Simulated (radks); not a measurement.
**Valence configurations of V³⁺**

The task here is to estimate one member of a computed series from the others.

The numbers are computed with radks (a radial shooting solver on a logarithmic mesh, Libxc functionals) version 1 (Dirac Kohn-Sham, PBE, spin-unpolarised, spherical densities, finite nucleus; open shells are shared between the two j in proportion to 2j + 1), except any that are marked as measured or tabulated.

### The atom as given

```
element            : vanadium (Z = 23)
charge             : +3
electrons          : 20
configuration      : [Ar] 3d2
nuclear rms radius : 3.6002 fm
others tried       : 3d1 4p1; 3d0.5 4p1.5; 4p2; 3d1 4s1; 4s1 4p1; 3d1 4s0.5 4p0.5; 3d0.5 4s0.5 4p1; 3d1.5 4s0.5; 3d1.5 4p0.5
```

The outer shells:

V³⁺
```
[Ar] core
3d [↑ ][↑ ][  ][  ][  ]
```

Set-up of the first run:

Settings of this run:

```text
Z 23
configuration [Ar] 3d2
relativity Dirac
functional pbe,pbe
spin unpolarised
j_filling average
nucleus finite rms 3.6002 fm
c 137.035999084
```

On the command line:

```sh
> python run_ks.py task.json out
```

This one command runs every case of the session in turn.

Steps of the session up to this table: [Ar] 3d2.

One of the session's tables, all rows but one given; the rest of the session is left out.

It belongs to the step «[Ar] 3d2». From the orbitals of this run (lengths in bohr):

```
level     <r>  outermost maximum (interpolated)  90 % within  nodes
2s1/2  0.3080                             0.256        0.478      1
2p1/2  0.2722                             0.207        0.448      0
2p3/2  0.2749                             0.209        0.451      0
3s1/2  0.9370                             0.816         1.40      2
3p1/2  0.9885                             0.835         1.51      1
3p3/2       ?                                 ?            ?      ?
3d3/2   1.178                             0.853         1.96      0
3d5/2   1.181                             0.855         1.96      0
```

Estimate the missing values for 3p3/2.

As computed: <r>: 0.9961; outermost maximum (interpolated): 0.841; 90 % within: 1.52; nodes: 1. In the column «<r>» it lies between 3p1/2 (0.9885) and 3d3/2 (1.178).
